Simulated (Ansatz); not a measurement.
I need the interaction energy of a dimer with the counterpoise correction of ClHSi, SMILES [SiH]Cl. Use the Python package of Ansatz (0.2.0). Level of theory (for the species named): PBE, def2-SVPD basis, multiplicity 1, D3BJ dispersion.

```xyz
3

Si   -0.4476    0.4308   -0.2066
Cl    1.3000    0.4345    0.7614
H    -0.8634   -0.9301   -0.5681
```

The script, `clhsi_dimer.py`:
```python
# -*- coding: utf-8 -*-
"""Binding of a ClHSi dimer at a trial geometry."""

import ansatz

BASIS_SET = "def2-SVPD"
XC = "pbe"
VDW = "d3bj"

FIRST = [
    ("Si", (-0.4439, 0.4524, -0.2022)),
    ("Cl", (1.3037, 0.4561, 0.7658)),
    ("H", (-0.8597, -0.9085, -0.5637)),
]
SECOND = [
    ("Si", (-2.8611, -1.1275, -3.3413)),
    ("Cl", (-2.1877, -2.9884, -3.068)),
    ("H", (-2.9193, -0.3818, -2.0779)),
]

def energy(atoms, ghosts=()):
    molecule = ansatz.Crystal.molecule()
    for symbol, xyz in atoms:
        molecule = molecule.atom(symbol, xyz)
    calc = (
        molecule.calculation()
        .basis(gaussian=BASIS_SET)
        .functional(XC, dispersion=VDW)
    )
    deck = calc.input()
    if ghosts:
        deck = deck.set(ansatz.key.basis.gaussian.ghost_atoms, [{"symbol": s, "position_ang": list(xyz)} for s, xyz in ghosts])
    return ansatz.Session.from_dict(deck).plan().execute().report["free_energy_ev"]

# monomers in their own basis and in the basis of the dimer
both = energy(FIRST + SECOND)
alone = energy(FIRST) + energy(SECOND)
ghosted = energy(FIRST, SECOND) + energy(SECOND, FIRST)
print(f"dimer {both:.6f} eV")
print(f"interaction, uncorrected   {96.485332 * (both - alone):8.3f} kJ/mol")
print(f"interaction, counterpoise  {96.485332 * (both - ghosted):8.3f} kJ/mol")
print(f"basis-set superposition    {96.485332 * (alone - ghosted):8.3f} kJ/mol")
```

```console
$ python clhsi_dimer.py
dimer -40800.796622 eV
interaction, uncorrected     -8.859 kJ/mol
interaction, counterpoise    -6.167 kJ/mol
basis-set superposition       2.692 kJ/mol
```

Uncorrected it is -8.859 kJ/mol, with the counterpoise correction -6.167 kJ/mol; the difference, 2.692 kJ/mol, is the superposition error.

Total energies depend on the basis set; only differences at equal settings carry meaning. The dimer is a generated trial pose of unrelaxed monomers, not a minimum, so the figure is no binding energy, and the basis set is small. Run time: 7.6 s on 1 thread of Arm Neoverse V2, on a shared host, peak memory 0.21 GiB.
